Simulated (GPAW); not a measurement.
GdO:

```
Gd O
1.0
     2.80181    0.00000    0.00000
     0.00000    2.80181    0.00000
     0.00000    0.00000    2.80181
Gd O
1 1
Direct
  0.00000 0.00000 0.00000
  0.50000 0.50000 0.50000
```

The cell comes from a database or a generator and needn't be the stable form of this composition.

Base run:

* Program: GPAW 26.7.0
* Functional: r2SCAN
* Potentials or basis: GPAW PAW data sets (gpaw-data 1.2.1)
* Cutoff: 600 eV
* Basis: pw
* k mesh: 7 × 7 × 7
* Occupations: gaussian, width 0.05 eV
* Spin: collinear spin, ferromagnetic start
* Starting moments: [7.0, 0.0] μB
* Fixed moment: 7 μB
* Hubbard terms: Gd f U = 7 eV

Its results: pressure 46.3 GPa; net moment 7.00 μB per cell; site moments Gd +6.93; O -0.04 μB.

Q: After a change of settings the same cell gave: pressure 47.9 GPa; net moment 7.34 μB per cell; site moments Gd +7.12; O -0.04 μB. Which change was it?
A. hubbard terms from Gd f U = 7 eV to Gd f U = 5 eV
B. fixed moment from 7 μB to none; hubbard terms from Gd f U = 7 eV to Gd f U = 10 eV
C. fixed moment from 7 μB to none; hubbard terms from Gd f U = 7 eV to Gd f U = 3.5 eV
D. fixed moment from 7 μB to none

A: B.

Caveats: the cutoff is short for stress and forces, so pressures can be off by a GPa or more; one-centre terms of the f shell are cut off; a pressure of tens of GPa on the cell as given is suspect, and the run, the potentials or the cell itself is likely at fault; the PAW data sets were made with another functional, which shifts forces and pressure a little; a cell with one magnetic atom can't hold antiferromagnetic order, which such compounds often take; the total moment is fixed, so each spin has its own Fermi level (some runs).
